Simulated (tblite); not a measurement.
# C8H13OP: the cost of one run

Computed with tblite 0.8.0 and PySCF 2.14.0, with density-fitted response routines of our own, on a single molecule in the gas phase. Atoms count from 0, in the outputs and in this text.

**1. The molecule as given**

23 atoms, charge 0, multiplicity 1; geometry from: force field or distance geometry start.

Bonds of the start (Å): C0–C1 1.50, C1–C2 1.54, C2–C3 1.31, C3–C4 1.36, C4–O5 1.38, O5–C6 1.42, C4–P7 1.92, P7–C8 1.87, C8–C9 1.47, C8–C2 1.37, C0–H10 1.10, C0–H11 1.12, C0–H12 1.12, C1–H13 1.11, C1–H14 1.12, C3–H15 1.14, C6–H16 1.13, C6–H17 1.10, C6–H18 1.11, P7–H19 1.43, C9–H20 1.13, C9–H21 1.10, C9–H22 1.11.

**2. Optimising the geometry with GFN2-xTB**

The job: settings as JSON, then the geometry in Å.

```
{"job": {"kind": "relax", "xc": "GFN2-xTB", "basis": "xTB"}, "charge": 0, "multiplicity": 1}
C     -2.875400    -0.886400    -0.359500
C     -2.123300    -0.403600     0.849500
C     -0.667300    -0.131100     0.445400
C      0.318700    -0.963700     0.694400
C      1.582200    -0.663800     0.305600
O      2.724900    -1.422900     0.482900
C      3.994300    -0.999100     0.014200
P      1.444800     1.034000    -0.572000
C     -0.397300     1.031800    -0.229700
C     -1.270400     2.142000    -0.649900
H     -3.022000    -0.022000    -1.018300
H     -2.313900    -1.710400    -0.865100
H     -3.858000    -1.355200    -0.079200
H     -2.151100    -1.211300     1.606700
H     -2.535800     0.547100     1.271700
H      0.151200    -1.938600     1.263000
H      4.782400    -1.710500     0.407400
H      4.256900     0.017700     0.351900
H      4.061000    -1.042000    -1.088100
H      2.280500     2.195100    -0.514300
H     -0.599900     3.026500    -0.869900
H     -1.840500     1.973700    -1.580800
H     -1.946800     2.519600     0.144100
```

Command:

```bash
$ OMP_NUM_THREADS=1 python probes_run.py task.json out
```

This one command runs all jobs of the session in turn.

Q: Estimate the wall time of this first job on 1 thread of Arm Neoverse V1, shared host.

About 1.3 s.
